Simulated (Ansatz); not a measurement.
# P (diamond type): a single-point run

The task is a single-point run on P (diamond type). The structure is shown as the input types it.

Program: Ansatz 0.2.0. Level of theory: DFT, PBEsol, PAW with Ansatz's default frozen-core files, scalar-relativistic. These are calculated values, not measurements.

1 further run of the same task is left out (it didn't finish). Runs told in other sessions of the task aren't counted.

### Step 1. The structure to begin with

It takes space group Fd-3m (No. 227, cubic). Conventional cell: a = 5.388 Å, b = 5.388 Å, c = 5.388 Å, α = 90.00°, β = 90.00°, γ = 90.00°. P (site symmetry -43m) is surrounded by 4 P at 2.33 Å.

Structure file:

```
CELL_PARAMETERS angstrom
0.00000 2.69380 2.69380
2.69380 0.00000 2.69380
2.69380 2.69380 0.00000
ATOMIC_POSITIONS crystal
P 0.87500 0.87500 0.87500
P 0.12500 0.12500 0.12500
```

### Step 2. The run

input.yaml reads:

```yaml
crystal:
  lattice:
    - [0.0, 2.693797711, 2.693797711]
    - [2.693797711, 0.0, 2.693797711]
    - [2.693797711, 2.693797711, 0.0]
  atoms:
    - { symbol: P, position: [-0.125, -0.125, -0.125] }
    - { symbol: P, position: [0.125, 0.125, 0.125] }
kpoints:
  mp_grid: { grid: [12, 12, 12] }
  band_path:
    path:
      - [0.0, 0.0, 0.0]
      - [0.5, 0.0, 0.5]
      - [0.625, 0.25, 0.625]
      - [0.375, 0.375, 0.75]
      - [0.0, 0.0, 0.0]
      - [0.5, 0.5, 0.5]
      - [0.5, 0.25, 0.75]
      - [0.5, 0.0, 0.5]
    npoints: 8
scf:
  occupations: { method: fermi_dirac, width: 0.08 }
  convergence: { dr2_threshold: 1.0e-20 }
  max_iter: 100
hamiltonian:
  xc: pbesol
  pseudopotentials: { kind: paw }
output:
  forces: true
  stress: true
  eigenvalues: true
  populations: true
```

Command:

```console
$ ansatz run input.yaml --threads 1 --pin off --max-ram 2048MiB --backend cpu --events-out ev --progress --plain --runs-dir out
```

**Question.** How will this run end, and is anything wrong with its input?

This run ends as converged. That alone doesn't make the input a sound one.

The suspect setting: scf.convergence.dr2_threshold is 1.0e-20. What could go wrong: threshold needlessly tight. Once met, so tight a threshold does no harm; it costs cycles.

The test: delete scf.convergence.dr2_threshold (the default then holds).
